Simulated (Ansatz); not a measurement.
Predict the output of the script below (Ansatz 0.2.0, Python API).

The script reads `lifen.cif`:
```cif
data_LiFeN
_cell_length_a 3.100600
_cell_length_b 3.100600
_cell_length_c 4.145339
_cell_angle_alpha 90.00000
_cell_angle_beta 90.00000
_cell_angle_gamma 120.00000
_symmetry_space_group_name_H-M 'P 1'
_symmetry_Int_Tables_number 1
loop_
_symmetry_equiv_pos_as_xyz
'x, y, z'
loop_
_atom_site_label
_atom_site_type_symbol
_atom_site_fract_x
_atom_site_fract_y
_atom_site_fract_z
Li1 Li    0.333333    0.666667    0.000000
Fe2 Fe    0.666667    0.333333    0.500000
N3 N    0.333333    0.666667    0.500000
```

`paw_lapw_lifen.py`
```python
import ansatz as az
from ase.io import read
import numpy as np
import pandas as pd


def count_gap(report):
    # lowest empty less highest filled band, counting bands; zero where they overlap
    return max(report.get("gap_by_band_count_ev") or 0.0, 0.0)

atoms = read("lifen.cif")
lifen = az.Crystal.from_ase(atoms).moments(Fe=3.5)

job = (
    lifen.calculation()
    .functional("lda")
    .kpoints(spacing=0.38)
    .occupations(az.OccupationsMethod.GAUSSIAN, width=0.3)
    .spin(az.SpinTreatment.COLLINEAR)
    .scf(tolerance=1e-05, self_checks="low")
    .stress()
    .forces()
    .band_table()
)
variants = {
    "PAW": job.pseudopotentials("paw"),
    "LAPW": job.pseudopotentials("all_electron", lapw=True),
}
rows = []
for label, variant in variants.items():
    data = variant.run(threads=1, pin="off").report
    levels = np.array(data["eigenvalues_ev"][0]) - data["fermi_energy_ev"]
    print(label, "levels at the first k-point near E_F:", np.round(levels[np.abs(levels) < 5], 3))
    rows.append((label, data["n_electrons"], np.trace(data["stress_gpa"]) / 3, float(np.abs(data["forces_ev_ang"]).max()), count_gap(data), data["magnetization_mub"]))
print(pd.DataFrame(rows, columns=["treatment", "electrons in bands", "P GPa", "max force component eV/A", "gap by band count eV", "moment muB"]).round(4).to_string(index=False))
```

`python paw_lapw_lifen.py` gives:
```text
DeckWarning: the atoms were moved onto the symmetric positions of the space group found under crystal.symmetry.tolerance 1.0e-5 (fractional; no operation is sought that the atoms, as they stand in a round, miss by more than twice it, and no atom is moved by as much as it), and the run uses the moved positions. Before [...]
DeckWarning: basis.ecutwfc = 420 eV, auto-derived from the records' recommended cutoffs: set by Li (normal level)
DeckWarning: scf.convergence.dr2_threshold = 1e-5 eV is looser than this run's default, which is 1e-7 eV or tighter. The error in the forces grows as the threshold's square root, so leave the key out unless less accurate forces are enough
DeckWarning: output.stress: scf.convergence.dr2_threshold = 1e-5 eV is looser than the 3e-10 eV advised for a printed stress (1e-10 eV for each atom of the cell: 3). What an SCF threshold leaves in a stress goes as its square root, and in the free energy as the threshold itself, and one threshold admits the most on a [...]
RunWarning: the starting moments were not kept: the SCF closed with an absolute magnetisation of 2.4e-5 μB, where they sum to 3.5 μB in size (1 site). That is at most 0.1 of that sum. Measured as dr2_m measures the in/out step, that magnetisation stands 9.0e-10 eV from none, at or under the dr2_threshold of 1.0e-5 eV: [...]
PAW levels at the first k-point near E_F: [-4.901 -2.652 -0.775 -0.775  2.34   3.797  3.797]
DeckWarning: output.stress: scf.convergence.dr2_threshold = 1e-5 eV is looser than the 1e-7 eV advised for a printed stress on datasets or a basis made for the crystal, by an estimate of what a threshold leaves in their stress. Set scf.convergence.dr2_threshold to 1e-7 eV or tighter
LAPW levels at the first k-point near E_F: [-4.902 -2.66  -0.786 -0.786  2.325  3.802  3.802]
treatment  electrons in bands   P GPa  max force component eV/A  gap by band count eV  moment muB
      PAW                24.0 -9.5753                       0.0                   0.0        -0.0
     LAPW                32.0 -9.5874                       0.0                   0.0         0.0
```
(Warnings from the package without file and line, shortened, repeats left out.)

PAW gives -9.575 GPa and LAPW -9.587 GPa, 0.012 GPa apart. They took 5.0 and 80.1 s of processor time.

What to keep in mind:
- These settings explore the input space; cutoff and mesh may be short of convergence.
- The SCF didn't keep the moments it started from (some shrank, vanished or turned); what is printed is the state reached.
- The free energy holds a sizeable smearing term, which stands for no physical temperature.
- A gap by band count of zero or less means overlapping bands, a metal.
- At these settings the cell as given stands under about -10 GPa, so it isn't at this functional's equilibrium volume.
- The structure comes from a database of computed cells and needn't be a stable or known phase.
- Gaps and levels are Kohn-Sham values on a finite set of k-points.
- Pressure is positive in compression; the treatments may keep other shells as core, so totals and counts of electrons can differ.
- Wall time of the script: 87 s on 1 thread of Arm Neoverse V2, with other jobs on the host, peak memory 0.63 GiB.
